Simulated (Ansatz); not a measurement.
# Cl (hcp type): how the settings move a single-point run

Aim: see which settings change the result for Cl (hcp type), by how much, and at what cost.

Program: Ansatz 0.2.0. Level of theory: reference: DFT, LDA, all-electron PAW with datasets made for the crystal, scalar-relativistic. These are calculated values, not measurements.

1 further run of the same task is left out (it didn't finish).

**1. The structure to begin with**

It takes space group P6_3/mmc (No. 194, hexagonal). Conventional cell: a = 2.252 Å, b = 2.252 Å, c = 3.995 Å, α = 90.00°, β = 90.00°, γ = 120.00°. Cl (site symmetry -6m2) is surrounded by 12 Cl at 2.25 to 2.38 Å.

Structure file:

```cif
data_structure
_symmetry_space_group_name_H-M 'P6_3/mmc'
_symmetry_Int_Tables_number 194
_cell_length_a 2.2515
_cell_length_b 2.2515
_cell_length_c 3.9946
_cell_angle_alpha 90.000
_cell_angle_beta 90.000
_cell_angle_gamma 120.000
_cell_volume 17.54
loop_
_atom_site_label
_atom_site_type_symbol
_atom_site_symmetry_multiplicity
_atom_site_Wyckoff_symbol
_atom_site_fract_x
_atom_site_fract_y
_atom_site_fract_z
_atom_site_occupancy
Cl1 Cl 2 c 0.33333 0.66667 0.25000 1
```

**2. Baseline**

input.yaml

```yaml
crystal:
  lattice:
    - [2.2515451597, 0.0, 0.0]
    - [-1.1257725798, 1.9498953061, 0.0]
    - [0.0, 0.0, 3.9945712492]
  atoms:
    - { symbol: Cl, position: [0.3333333333, 0.6666666667, 0.25] }
    - { symbol: Cl, position: [0.6666666667, 0.3333333333, 0.75] }
kpoints:
  mp_grid: { grid: [15, 15, 8] }
scf:
  occupations: { method: fermi_dirac, width: 0.1 }
hamiltonian:
  xc: lda
  pseudopotentials: { kind: all_electron, datasets: crystal }
output:
  forces: true
  stress: true
  eigenvalues: true
```

Command:

```bash
$ ansatz run input.yaml --threads 1 --pin off --max-ram 2048MiB --backend cpu --events-out ev --progress --plain --runs-dir out
```

**3. Variant: mp_grid.grid [22, 22, 12], n_extra_bands 32**

input.yaml, as its differences from that of step 2:

```diff
@@ -9,5 +9,6 @@
 kpoints:
-  mp_grid: { grid: [15, 15, 8] }
+  mp_grid: { grid: [22, 22, 12] }
 scf:
   occupations: { method: fermi_dirac, width: 0.1 }
+  n_extra_bands: 32
 hamiltonian:
```

**4. Changed: n_extra_bands 32, dispersion d3bj**

input.yaml, as its differences from that of step 2:

```diff
@@ -12,2 +12,3 @@
   occupations: { method: fermi_dirac, width: 0.1 }
+  n_extra_bands: 32
 hamiltonian:
@@ -15,2 +16,3 @@
   pseudopotentials: { kind: all_electron, datasets: crystal }
+  dispersion: d3bj
 output:
```

**Question.** What will these runs give? Wanted: for each run, ending; energy change; pressure; gap; force.

As calculated:

```tsv
run	ending	energy change	pressure (GPa)	gap (eV)	force (eV/Å)	cycles	time
reference	converged	0	203.4	0.00	0.00	7	11 s
1: mp_grid.grid [22, 22, 12], n_extra_bands 32	converged	+2.5 meV/atom	203.3	0.00	0.00	7	76 s
2: n_extra_bands 32, dispersion d3bj	converged	-535.3 meV/atom (offset of the dispersion model)	193.3	0.00	0.00	7	28 s
```

Residual by cycle in the longest SCF loop of each run; runs are numbered as in the table. The quantity is the density residual dr2, in eV.

```tsv
cycle	reference	run 1	run 2
1	0.263	0.263	0.263
2	0.0866	0.0866	0.0865
3	1.4e-4	1.3e-4	1.3e-4
4	1.9e-5	1.9e-5	1.9e-5
5	6.6e-7	7.7e-7	7.6e-7
6	3.7e-8	4.9e-8	4.7e-8
7	2.1e-9	2.4e-9	2.2e-9
```

«mp_grid.grid [22, 22, 12], n_extra_bands 32» moves the energy by +2.5 meV/atom. The pressure spans 193.3 to 203.4 GPa over the reference and the converged variants. Of the variants the dearest is «mp_grid.grid [22, 22, 12], n_extra_bands 32» (76 s), the cheapest «n_extra_bands 32, dispersion d3bj» (28 s), on a shared host. The structure is not at rest: the sound run finds 203 GPa, so these are no properties of the relaxed crystal. 
